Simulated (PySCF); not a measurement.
**A gas-phase reaction: BF2H4NSi + ClH → ClH3Si + BF2H2N**

Aim: the reaction energy of `FB(F)N[SiH3]` + `Cl` → `[SiH3]Cl` + `NB(F)F`.

Computed with PySCF 2.14.0; each step states its level. No surroundings beyond the atoms listed, unless a continuum is named. Atoms count from 0, parts from 1.

### Step 1. Starting point

Each species was relaxed by itself at PBE0-D3(BJ)/def2-SVPD.

### Step 2. Energies of the species: wB97M-D3(BJ)/def2-TZVPD

The job: settings as JSON, then the geometry in Å.

```
{"job": {"kind": "react", "xc": "wB97M-D3(BJ)", "basis": "def2-TZVPD"}, "charge": 0, "multiplicity": 1}
-1 BF2H4NSi charge 0 multiplicity 1
F     -1.933500    -0.387380    -0.755410
B     -0.697600    -0.530670    -1.241800
F     -0.580480    -1.031990    -2.470850
N      0.411300    -0.162940    -0.470940
Si     0.351800     0.497040     1.166790
H      1.320320    -0.291700    -0.896980
H      1.767000     0.660650     1.601980
H     -0.341910     1.815520     1.179340
H     -0.362830    -0.440660     2.076700

-1 ClH charge 0 multiplicity 1
Cl     0.644720    -0.001400     0.003200
H     -0.643480     0.003150    -0.002560

+1 ClH3Si charge 0 multiplicity 1
Si     0.023070     0.086180     0.018450
Cl     2.100430    -0.004150    -0.104220
H     -0.537850    -0.668220    -1.133420
H     -0.378640     1.516600    -0.037720
H     -0.388040    -0.530210     1.307500

+1 BF2H2N charge 0 multiplicity 1
N      0.692680    -0.278190    -0.112830
B     -0.586750     0.228160     0.094890
F     -0.895270     0.895540     1.208870
F     -1.553510     0.065350    -0.809870
H      1.434790    -0.155110     0.557890
H      0.947720    -0.777600    -0.950100
```

Method: wB97M-D3(BJ)/def2-TZVPD reaction energy of separated species, gas phase.

Started as:

```
OMP_NUM_THREADS=1 python cluster_run.py task.json out
```

The driver reads the jobs from task.json and runs them one after another.

**Question.** The jobs that follow are: PBE0-D3(BJ)/def2-TZVPD reaction energy of separated species, gas phase. Predict: reaction energy (wB97M-D3(BJ)/def2-TZVPD); ΔH, ΔG at 298 K (xTB thermal terms). Thermal terms come from harmonic xTB runs on each species.

**Answer**, as computed:

| quantity | value |
| --- | --- |
| reaction energy (wB97M-D3(BJ)/def2-TZVPD) | -11.85 kcal/mol |
| ΔH, ΔG at 298 K (xTB thermal terms) | -9.6, -9.7 kcal/mol |
| range of the reaction energy over the runs of this table | -12.81 to -11.85 kcal/mol |

In words: The reaction is exothermic by 9.6 kcal/mol in the gas phase; dispersion gives +0.57, and xTB itself gave -9.99 for the electronic energy (xTB energies and thermal terms come from the earlier relaxation of each species, not shown). No barrier was sought. The reaction energy runs from -12.81 (PBE0-D3(BJ)/def2-TZVPD) to -11.85 kcal/mol (wB97M-D3(BJ)/def2-TZVPD).
